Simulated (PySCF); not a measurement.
# CH₄BF₃Si: electronic excitations and core binding energies

What electronic excitations and core binding energies should CH₄BF₃Si (`B[SiH2]C(F)(F)F`) show?

Programs: PySCF 2.14.0, with density-fitted response routines of our own. Each step states its level of theory. These are calculated values for one molecule in the gas phase, unless marked as measured. Atoms are numbered from 0 throughout.

## Step 1: The molecule as given

10 atoms, charge 0, multiplicity 1; geometry from: GFN2-xTB.

Bonds of the start (Å): B0–Si1 1.96, Si1–C2 1.97, C2–F3 1.35, C2–F4 1.34, C2–F5 1.35, B0–H6 1.17, B0–H7 1.17, Si1–H8 1.47, Si1–H9 1.47.

## Step 2: Excited states and response: wB97X-D/def2-SVPD

What the job is given:

```
{"job": {"kind": "uv", "xc": "wB97X-D", "basis": "def2-SVPD", "nstates": 8, "ntriplets": 3}, "charge": 0, "multiplicity": 1}
B      1.742811    -0.445848    -0.228773
Si     0.304944     0.846038     0.071658
C     -1.307718    -0.276539     0.091321
F     -1.476482    -0.948937    -1.068882
F     -2.446236     0.409941     0.293898
F     -1.262015    -1.219851     1.058711
H      2.051469    -0.777034    -1.306317
H      2.300804    -0.952380     0.664655
H      0.161775     1.540090     1.359157
H     -0.060469     1.829175    -0.957955
```

With the program's defaults for keys left out, this is: TDDFT wB97X-D/def2-SVPD, vertical, gas phase, core orbitals frozen in the response.

Launch:

```bash
$ OMP_NUM_THREADS=1 python probes_run.py task.json out
```

The driver reads the jobs from task.json and runs them one after another.

Log:

```text
coarse grid: 9536 points
cycle   1  E = -653.6532766941  dE =  5.894e-01  |g| = 8.621e-01  |ddm| = 3.428e+00
cycle   2  E = -653.6337467339  dE =  1.953e-02  |g| = 1.014e+00  |ddm| = 1.356e+00
cycle   3  E = -653.7979416696  dE = -1.642e-01  |g| = 4.624e-02  |ddm| = 6.958e-01
cycle   4  E = -653.7985087736  dE = -5.671e-04  |g| = 1.775e-02  |ddm| = 1.165e-01
cycle   5  E = -653.7986063968  dE = -9.762e-05  |g| = 4.223e-03  |ddm| = 4.516e-02
cycle   6  E = -653.7986140536  dE = -7.657e-06  |g| = 1.056e-03  |ddm| = 1.299e-02
final grid: 90648 points
cycle   7  E = -653.8830760859  dE = -1.257e-04  |g| = 8.080e-03  |ddm| = 1.099e-01
cycle   8  E = -653.8830791814  dE = -3.096e-06  |g| = 8.285e-03  |ddm| = 1.847e-02
cycle   9  E = -653.8830889462  dE = -9.765e-06  |g| = 6.516e-04  |ddm| = 4.800e-03
cycle  10  E = -653.8830890672  dE = -1.210e-07  |g| = 4.157e-04  |ddm| = 1.666e-03
cycle  11  E = -653.8830891102  dE = -4.293e-08  |g| = 4.383e-05  |ddm| = 5.629e-04
cycle  12  E = -653.8830891120  dE = -1.836e-09  |g| = 2.778e-05  |ddm| = 1.399e-04
cycle  13  E = -653.8830891123  dE = -3.351e-10  |g| = 1.257e-05  |ddm| = 5.013e-05
converged SCF energy = -653.8830891123

Static polarisability (au): isotropic 56.924, principal 52.518 54.548 63.706

Singlet excitations
state   eV       nm        f      main configurations
  1   4.6398    267.2   0.00874   H->L 0.71, H-1->L 0.26
  2   5.3909    230.0   0.00151   H-2->L 0.69, H-3->L 0.28
  3   6.0920    203.5   0.08499   H-1->L 0.71, H->L 0.26
  4   6.5849    188.3   0.00331   H-3->L 0.69, H-2->L 0.28
  5   8.4772    146.3   0.00080   H-4->L 0.94
  6   8.6877    142.7   0.05209   H->L+2 0.37, H->L+1 0.28, H-1->L+2 0.10
  7   8.9299    138.8   0.00529   H->L+4 0.82
  8   8.9827    138.0   0.00016   H-6->L 0.89

Triplet excitations (Tamm-Dancoff, eV): 3.8145 4.8580 5.4912
```

Run time: 39 s. Hardware: 1 thread of Arm Neoverse N1, shared host; peak memory 0.7 GiB.

Frontier orbitals and where they lie:

```
orbital      eV                       atoms
 HOMO−3  -13.01   B0 37 %, H6 16 %, H7 16 %
 HOMO−2  -11.86  Si1 32 %, H9 20 %, H8 16 %
 HOMO−1  -11.73  Si1 29 %, B0 16 %, H8 11 %
   HOMO  -11.14  Si1 25 %, B0 24 %, C2 16 %
   LUMO   -1.25   B0 52 %, Si1 19 %, H7 9 %
 LUMO+1    1.83   B0 57 %, Si1 18 %, H6 5 %
 LUMO+2    2.32  Si1 37 %, B0 15 %, H8 14 %
```

With each of the 8 states as a Gaussian band of 0.4 eV half-width at 1/e, the curve within the window shown has maxima at 267 nm (ε 360), 204 nm (ε 3,500), 143 nm (ε 2,300) L/(mol cm). Beyond the last state computed it falls off for lack of states. The curve at chosen wavelengths:

(nm, ε (L/mol/cm)): (134, 333), (141, 2109), (148, 1336), (155, 142), (162, 4), (169, 3), (176, 42), (182, 208), (189, 934), (196, 2437), (203, 3461), (210, 2856), (217, 1515), (224, 588), (231, 214), (238, 124), (245, 149), (252, 227), (259, 311), (265, 352), (272, 343), (279, 283), (286, 203), (293, 129), (300, 74), (307, 39)

Further results of this job:

```
           property  computed
  dipole moment (D)      3.01
polarisability (Å³)      8.44
 HOMO–LUMO gap (eV)      9.89
      −ε(HOMO) (eV)     11.14
```

## Step 3: Core-electron binding energies: SCAN, X2C

Settings changed since step 2:

```diff
@@ -1,2 +1,2 @@
-{"job": {"kind": "uv", "xc": "wB97X-D", "basis": "def2-SVPD", "nstates": 8, "ntriplets": 3}, "charge": 0, "multiplicity": 1}
+{"job": {"kind": "xps"}, "charge": 0, "multiplicity": 1}
 B      1.742811    -0.445848    -0.228773
```

With the program's defaults for keys left out, this is: delta-SCF UKS SCAN, pcX-2 on the ionised atom, pcseg-1 elsewhere, spin-free X2C.

Log:

```text
ground state, core basis on atom 0 (B), 139 functions
  cycle   1  E = -654.89587757  |g| = 7.40e-01
  cycle   2  E = -654.69907201  |g| = 1.33e+00
  cycle   3  E = -654.98889208  |g| = 5.20e-02
  cycle   4  E = -654.98951795  |g| = 2.24e-02
  cycle   5  E = -654.98965915  |g| = 6.75e-03
  cycle   6  E = -654.98966661  |g| = 2.73e-03
  cycle   7  E = -654.98966709  |g| = 1.29e-03
  cycle   8  E = -654.98966821  |g| = 2.45e-04
  E(ground) = -655.01392149 Eh
hole in B 1s of atom 0
  cycle   1  E = -647.34106421  |g| = 1.14e+00
  cycle   2  E = -645.55382426  |g| = 1.88e+00
  cycle   3  E = -647.55773316  |g| = 5.53e-01
  cycle   4  E = -647.70443347  |g| = 3.23e-01
  cycle   5  E = -647.75278776  |g| = 1.23e-01
  cycle   6  E = -647.75902242  |g| = 5.11e-02
  cycle   7  E = -647.75831633  |g| = 5.85e-02
  cycle   8  E = -647.76027865  |g| = 2.89e-02
  cycle   9  E = -647.76051159  |g| = 2.47e-02
  cycle  10  E = -647.76093259  |g| = 7.21e-03
  cycle  11  E = -647.76097521  |g| = 1.65e-03
  cycle  12  E = -647.76097800  |g| = 1.07e-03
  cycle  13  E = -647.76097888  |g| = 8.28e-04
  cycle  14  E = -647.76098197  |g| = 4.13e-04
  E(ion) = -647.78645268 Eh   <S^2> = 1.0789   hole on atom = 1.000   binding energy = 196.669 eV
ground state, core basis on atom 1 (Si), 150 functions
  cycle   1  E = -655.09082197  |g| = 2.85e-01
  cycle   2  E = -655.09087331  |g| = 3.13e-02
  cycle   3  E = -655.09084367  |g| = 2.58e-02
  cycle   4  E = -655.09095112  |g| = 9.50e-03
  cycle   5  E = -655.09096604  |g| = 1.09e-03
  cycle   6  E = -655.09096609  |g| = 2.54e-04
  E(ground) = -655.07248225 Eh
hole in Si 1s of atom 1
  cycle   1  E = -586.15441838  |g| = 4.35e+00
  cycle   2  E = -586.32819717  |g| = 2.10e+00
  cycle   3  E = -586.90700188  |g| = 7.67e-01
  cycle   4  E = -587.16988847  |g| = 3.35e-01
  cycle   5  E = -587.20529246  |g| = 1.12e-01
  cycle   6  E = -587.20963615  |g| = 3.48e-02
  cycle   7  E = -587.21005824  |g| = 1.73e-02
  cycle   8  E = -587.21019162  |g| = 4.19e-03
  cycle   9  E = -587.21019592  |g| = 2.57e-03
  cycle  10  E = -587.21019819  |g| = 3.35e-04
  E(ion) = -587.20059347 Eh   <S^2> = 0.7524   hole on atom = 1.000   binding energy = 1846.888 eV
hole in Si 2p of atom 1
  cycle   1  E = -650.80831709  |g| = 1.23e+00
  cycle   2  E = -650.69995494  |g| = 1.08e+00
  cycle   3  E = -651.08115126  |g| = 3.26e-01
  cycle   4  E = -651.12433401  |g| = 1.09e-01
  cycle   5  E = -651.12712860  |g| = 4.28e-02
  cycle   6  E = -651.12795598  |g| = 1.44e-02
  cycle   7  E = -651.12804825  |g| = 3.56e-03
  cycle   8  E = -651.12805212  |g| = 1.92e-03
  cycle   9  E = -651.12805552  |g| = 5.17e-04
  cycle  10  E = -651.12805539  |g| = 2.65e-04
  E(ion) = -651.12257952 Eh   <S^2> = 0.7532   hole on atom = 1.002   binding energy = 107.482 eV
  2p3/2 = 107.242 eV   2p1/2 = 107.866 eV
ground state, core basis on atom 2 (C), 139 functions
  cycle   1  E = -655.01047534  |g| = 6.43e-02
  cycle   2  E = -655.01037338  |g| = 4.08e-02
  cycle   3  E = -655.01051059  |g| = 3.29e-02
  cycle   4  E = -655.01069252  |g| = 3.72e-03
  cycle   5  E = -655.01069745  |g| = 4.70e-04
  E(ground) = -655.03338615 Eh
hole in C 1s of atom 2
  cycle   1  E = -643.53163633  |g| = 1.50e+00
  cycle   2  E = -636.67161461  |g| = 3.39e+00
  cycle   3  E = -641.94133704  |g| = 1.56e+00
  cycle   4  E = -643.95423808  |g| = 5.99e-01
  cycle   5  E = -644.04418654  |g| = 3.11e-01
  cycle   6  E = -644.07209521  |g| = 1.59e-01
  cycle   7  E = -644.08048778  |g| = 3.97e-02
  cycle   8  E = -644.08095658  |g| = 1.23e-02
  cycle   9  E = -644.08106587  |g| = 2.08e-03
  cycle  10  E = -644.08106736  |g| = 9.63e-04
  cycle  11  E = -644.08106916  |g| = 4.78e-04
  E(ion) = -644.10565751 Eh   <S^2> = 0.7724   hole on atom = 1.000   binding energy = 297.359 eV
ground state, core basis on atom 3 (F), 139 functions
  cycle   1  E = -655.04303617  |g| = 1.18e-01
  cycle   2  E = -655.04259018  |g| = 6.95e-02
  cycle   3  E = -655.04258875  |g| = 6.97e-02
  cycle   4  E = -655.04324459  |g| = 3.35e-03
  cycle   5  E = -655.04324636  |g| = 1.01e-03
  cycle   6  E = -655.04324810  |g| = 1.79e-04
  E(ground) = -655.06838207 Eh
hole in F 1s of atom 3
  cycle   1  E = -628.65742963  |g| = 2.58e+00
  cycle   2  E = -628.40004743  |g| = 2.26e+00
  cycle   3  E = -629.41995303  |g| = 6.08e-01
  cycle   4  E = -629.47441013  |g| = 4.73e-01
  cycle   5  E = -629.54825133  |g| = 3.73e-02
  cycle   6  E = -629.54871068  |g| = 1.30e-02
  cycle   7  E = -629.54881396  |g| = 4.45e-03
  cycle   8  E = -629.54882078  |g| = 2.70e-03
  cycle   9  E = -629.54882350  |g| = 7.98e-04
  cycle  10  E = -629.54882288  |g| = 1.77e-04
  E(ion) = -629.58055189 Eh   <S^2> = 0.7572   hole on atom = 1.000   binding energy = 693.559 eV
```

Run time: 63 s. Hardware: 1 thread of Arm Neoverse N1, shared host; peak memory 0.47 GiB.

The holes in one table. −ε is the ground-state orbital energy:

```
       hole  stands for                  environment  ΔSCF (eV; 2p as the shell's mean)  −ε (eV)   ⟨S²⟩
  B1s on B0          B0      boron bonded to Si, 2 H                  196.67 (doubtful)    181.2  1.079
Si1s on Si1         Si1  silicon bonded to C, B, 2 H                            1846.89   1793.7  0.752
Si2p on Si1         Si1  silicon bonded to C, B, 2 H                             107.45     96.6  0.753
  C1s on C2          C2                   CF3 carbon                             297.36    280.0  0.772
  F1s on F3  F3, F4, F5      fluorine of a CF3 group                             693.56    667.6  0.757
```

Each hole run stands for the others of its class of like atoms.

Doubtful: the ion did not converge, its hole moved, or its ⟨S²⟩ is well above 0.75.

With the spin-orbit splitting: Si1 2p3/2 107.24, 2p1/2 107.87 eV. The table gives each 2p level as the mean over the whole 2p shell (two parts 2p3/2, one part 2p1/2), which differs a little from the single hole in the log.

## Step 4: What came out

| quantity | value |
| --- | --- |
| lowest singlet (wB97X-D/def2-SVPD) | 4.64 eV (267 nm), f = 0.009 |
| brightest single state of those computed | state 3, 6.09 eV, f = 0.085 |
| lowest triplet | 3.81 eV |
| Si1s binding energies, SCAN/pcX-2 | Si1 1846.89 eV |
| Si2p binding energies, SCAN/pcX-2 | Si1 107.45 eV |
| C1s binding energies, SCAN/pcX-2 | C2 297.36 eV |
| F1s binding energies, SCAN/pcX-2 | F3 693.56 eV |

In words: The first singlet state (HOMO→LUMO 0.71, HOMO−1→LUMO 0.26) lies at 4.64 eV and is weak; of the 8 states computed, the strongest absorption comes from state 3 at 6.09 eV. The lowest triplet lies 0.83 eV below the lowest singlet (triplets in Tamm-Dancoff, singlets in full TDDFT).
